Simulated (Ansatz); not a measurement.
# CH5BNPZn: up Jacob's ladder to CCSD(T)

One table from this session's results is given with a row withheld; the runs are named, their logs left out.

The runs use Ansatz 0.2.0, Gaussian basis; functionals in def2-TZVPP, the program's frozen cores in correlated methods.

Plan: LDA (SPW92), PBE-D4, revPBE-D4, BLYP-D4, r2SCAN-D4, B97M-V, PBE0-D4, B3LYP-D4, r2SCANh-D4, r2SCAN0-D4, HSE06-D4, BHLYP-D4, CAM-B3LYP-D4, LC-ωPBE, ωB97X-V, ωB97M-V, B2PLYP, PBE-QIDH; CCSD(T)/def2-SVP; CCSD(T)/def2-TZVPP; MP2/def2-QZVPP; extrapolation to the limit; RPA on PBE.

### Structure used throughout

The geometry comes from an earlier relaxation with PBE0-D4 in a triple-zeta def2 set; it is a stationary point, not always the lowest conformer.

SMILES `PB1C[N]1[ZnH]`, 10 atoms, charge 0, spin multiplicity 1.

Atoms are counted from 1 here; the program's logs count them from 0.

Bond lengths: P1–B2 1.888 Å, P1–H6 1.417 Å, P1–H7 1.419 Å, B2–C3 1.538 Å, B2–N4 1.363 Å, C3–N4 1.498 Å, C3–H8 1.089 Å, C3–H9 1.089 Å, N4–Zn5 1.818 Å, Zn5–H10 1.520 Å. Angles: B2–P1–H6 97.2°, B2–P1–H7 98.2°, H6–P1–H7 95.6°, P1–B2–C3 152.7°, P1–B2–N4 144.6°, C3–B2–N4 61.8°, B2–C3–N4 53.3°, B2–C3–H8 121.4°, B2–C3–H9 122.0°, N4–C3–H8 116.2°, N4–C3–H9 116.3°, H8–C3–H9 113.4°, B2–N4–C3 64.8°, B2–N4–Zn5 157.3°, C3–N4–Zn5 137.9°, N4–Zn5–H10 179.8°.

Coordinates:

```xyz
10
CH5BNPZn
P    -1.6259   -1.1026   -1.4127
B    -0.4537   -0.4413   -0.0883
C     0.1469   -0.4382    1.3278
N     0.6757    0.2902    0.1303
Zn    2.0867    1.3596   -0.2822
H    -2.8303   -0.9228   -0.6891
H    -1.7488    0.0822   -2.1831
H    -0.2715    0.1803    2.1211
H     0.7547   -1.2629    1.6984
H     3.2663    2.2555   -0.6221
```

The first run:

File in.yaml:

```yaml
crystal:
  periodic: [false, false, false]
  atoms:
    - {symbol: P, position_ang: [-1.625911, -1.102645, -1.412680]}
    - {symbol: B, position_ang: [-0.453742, -0.441310, -0.088332]}
    - {symbol: C, position_ang: [0.146918, -0.438184, 1.327826]}
    - {symbol: N, position_ang: [0.675732, 0.290161, 0.130336]}
    - {symbol: Zn, position_ang: [2.086711, 1.359641, -0.282217]}
    - {symbol: H, position_ang: [-2.830338, -0.922801, -0.689130]}
    - {symbol: H, position_ang: [-1.748819, 0.082185, -2.183116]}
    - {symbol: H, position_ang: [-0.271479, 0.180330, 2.121069]}
    - {symbol: H, position_ang: [0.754660, -1.262855, 1.698363]}
    - {symbol: H, position_ang: [3.266268, 2.255487, -0.622129]}
basis:
  gaussian: {orbitals: def2-TZVPP}
hamiltonian: {xc: lda}
output: {orbitals: {seedname: orbitals}}
```

On the command line:

```console
> ansatz run in.yaml --threads 4 --pin off --events-out ev --progress --plain --max-ram 10444MiB
```

Steps of the session up to this table: LDA; PBE-D4 (GGA); revPBE-D4 (GGA); BLYP-D4 (GGA); r2SCAN-D4 (meta-GGA); B97M-V (meta-GGA); PBE0-D4 (hybrid); B3LYP-D4 (hybrid); r2SCANh-D4 (hybrid); r2SCAN0-D4 (hybrid); HSE06-D4 (hybrid); BHLYP-D4 (hybrid); CAM-B3LYP-D4 (range-separated); LC-ωPBE (range-separated); ωB97X-V (range-separated); ωB97M-V (range-separated); B2PLYP (double hybrid); PBE-QIDH (double hybrid).

One table of the session follows, with a row left open; its other results are not shown here.

It belongs to the step «Orbital energies across the functionals». 

| functional | HOMO (eV) | gap (eV) |
| --- | --- | --- |
| LDA (SPW92) | -5.99 | 4.26 |
| PBE-D4 | -5.85 | 4.33 |
| revPBE-D4 | -5.80 | 4.36 |
| BLYP-D4 | -5.71 | 4.28 |
| r2SCAN-D4 | -6.05 | 4.87 |
| B97M-V | -6.12 | 4.76 |
| PBE0-D4 | -6.97 | 6.25 |
| B3LYP-D4 | -6.76 | 5.80 |
| r2SCANh-D4 | -6.48 | 5.58 |
| r2SCAN0-D4 | -7.11 | 6.62 |
| HSE06-D4 | ? | ? |
| BHLYP-D4 | -7.98 | 7.98 |
| CAM-B3LYP-D4 | -8.26 | 8.36 |
| LC-ωPBE | -9.61 | 10.77 |
| ωB97X-V | -9.25 | 10.30 |
| ωB97M-V | -9.11 | 9.83 |

**Question.** Estimate the row for HSE06-D4.

The run gave: HOMO (eV): -6.58; gap (eV): 5.50. In the column «HOMO (eV)» it lies between B3LYP-D4 (-6.76) and r2SCANh-D4 (-6.48).
